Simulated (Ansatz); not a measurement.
# C2H2FOSi+ (SMILES O[CH+]C#[Si]F): one structure at several levels

An exercise on one series of results from a longer session: the logs are not shown, and one member is left open.

The runs use Ansatz 0.2.0, Gaussian basis; single points in def2-TZVPP.

Correlated methods freeze the cores.

## Starting geometry

SMILES `O[CH+]C#[Si]F`, 7 atoms, charge 1, spin multiplicity 1.

Atoms are counted from 1 here; the program's logs count them from 0.

Bond lengths: O1–C2 1.338 Å, O1–H6 0.990 Å, C2–C3 1.360 Å, C2–H7 1.109 Å, C3–Si4 1.686 Å, Si4–F5 1.582 Å. Angles: C2–O1–H6 113.7°, O1–C2–C3 127.5°, O1–C2–H7 115.3°, C3–C2–H7 117.2°, C2–C3–Si4 131.5°, C3–Si4–F5 138.8°.

Coordinates:

```xyz
7
C2H2FOSi
O    -0.09082    0.09290    1.55123
C     0.32494   -0.62381    0.50083
C     0.19111   -0.31607   -0.81703
Si   -0.48634    1.02053   -1.58977
F    -0.93309    1.45547   -3.04422
H    -0.10792   -0.41708    2.39951
H     0.84813   -1.56926    0.74991
```

Set-up of the first run:

The input, run/in.yaml:

```yaml
crystal:
  periodic: [false, false, false]
  atoms:
    - {symbol: O, position_ang: [-0.090818, 0.092900, 1.551228]}
    - {symbol: C, position_ang: [0.324938, -0.623808, 0.500830]}
    - {symbol: C, position_ang: [0.191111, -0.316069, -0.817035]}
    - {symbol: Si, position_ang: [-0.486338, 1.020532, -1.589767]}
    - {symbol: F, position_ang: [-0.933088, 1.455470, -3.044217]}
    - {symbol: H, position_ang: [-0.107921, -0.417082, 2.399513]}
    - {symbol: H, position_ang: [0.848135, -1.569260, 0.749911]}
basis:
  gaussian: {orbitals: def2-TZVPP}
total_charge: 1
hamiltonian: {xc: pbe, dispersion: d4}
output: {forces: true}
```

Run with:

```
$ ansatz run in.yaml --threads 4 --pin off --events-out ev --progress --plain --max-ram 6963MiB
```

Steps of the session up to this table: PBE-D4/def2-TZVPP; r2SCAN-D4/def2-TZVPP; PBE0-D4/def2-TZVPP; wB97M-V/def2-TZVPP; CCSD(T)/def2-TZVPP.

One table of the session follows, with a row left open; its other results are not shown here.

```
   method  RMS force component (eV/Å)  angle to CCSD(T) forces (°)
   PBE-D4                       0.535                         19.9
r2SCAN-D4                           ?                            ?
  PBE0-D4                       0.764                         20.0
  wB97M-V                       0.715                         17.1
  CCSD(T)                       0.794                    reference
```

Estimate the missing values for r2SCAN-D4.

The run gave: RMS force component (eV/Å): 0.675; angle to CCSD(T) forces (°): 15.9. In the column «RMS force component (eV/Å)» it lies between PBE-D4 (0.535) and wB97M-V (0.715).

Limits of these values: CCSD(T) in triple zeta still lacks some correlation energy of the bonds, so part of these gaps is its own basis error and they don't rank the functionals.
